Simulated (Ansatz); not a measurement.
# Cl2H2O2Zr: how energies converge with the basis set

An exercise on one series of results from a longer session: the logs are not shown, and one member is left open.

Method: one geometry, several basis sets; program: Ansatz 0.2.0, Gaussian basis.

Plan: PBE0-D4/def2-SVP; ωB97M-V/def2-SVP; PBE0-D4/def2-QZVPP; ωB97M-V/def2-QZVPP; the functionals' def2-TZVPP values are taken from earlier runs.

1 further run of the same task is left out (for a known fault of the program).

## The geometry

All runs share one geometry, relaxed beforehand with PBE0-D4 in a triple-zeta def2 set. Zr takes the def2 core potential; no spin-orbit term is included.

SMILES `[OH][Zr]([OH])([Cl])[Cl]`, 7 atoms, charge 0, spin multiplicity 1.

Atoms are counted from 1 here; the program's logs count them from 0.

Bond lengths: O1–Zr2 1.894 Å, O1–H6 0.953 Å, Zr2–O3 1.894 Å, Zr2–Cl4 2.358 Å, Zr2–Cl5 2.358 Å, O3–H7 0.953 Å. Angles: Zr2–O1–H6 171.7°, O1–Zr2–O3 110.7°, O1–Zr2–Cl4 109.0°, O1–Zr2–Cl5 108.9°, O3–Zr2–Cl4 109.0°, O3–Zr2–Cl5 109.0°, Cl4–Zr2–Cl5 110.3°, Zr2–O3–H7 171.6°.

Set-up of the first run:

File in.yaml:

```yaml
crystal:
  periodic: [false, false, false]
  atoms:
    - {symbol: O, position_ang: [-1.203236, 0.896937, 0.781682]}
    - {symbol: Zr, position_ang: [-0.103570, -0.107205, -0.388605]}
    - {symbol: O, position_ang: [1.532931, -0.557558, 0.451853]}
    - {symbol: Cl, position_ang: [-1.230006, -2.091163, -0.984127]}
    - {symbol: Cl, position_ang: [0.351346, 1.184227, -2.308194]}
    - {symbol: H, position_ang: [-1.654181, 1.389495, 1.461715]}
    - {symbol: H, position_ang: [2.306717, -0.714733, 0.985677]}
basis:
  gaussian: {orbitals: def2-SVP}
hamiltonian: {xc: pbe0, dispersion: d4}
output: {orbitals: {seedname: orbitals}}
```

The run is started by

```console
> ansatz run in.yaml --threads 4 --pin off --events-out ev --progress --plain --max-ram 10444MiB
```

Among the steps run: PBE0-D4 in def2-SVP; ωB97M-V in def2-SVP; PBE0-D4 in def2-QZVPP; ωB97M-V in def2-QZVPP.

One of the session's tables, all rows but one given; the rest of the session is left out.

It belongs to the step «Functionals by basis». 

```
functional       basis  HOMO (eV)
   PBE0-D4    def2-SVP          ?
   PBE0-D4  def2-TZVPP      -8.93
   PBE0-D4  def2-QZVPP      -8.96
   ωB97M-V    def2-SVP     -10.97
   ωB97M-V  def2-TZVPP     -11.16
   ωB97M-V  def2-QZVPP     -11.20
```

Q: Estimate the row for PBE0-D4, def2-SVP from the others.

**Answer.** HOMO (eV): -8.79. In the column «HOMO (eV)» it is the highest.
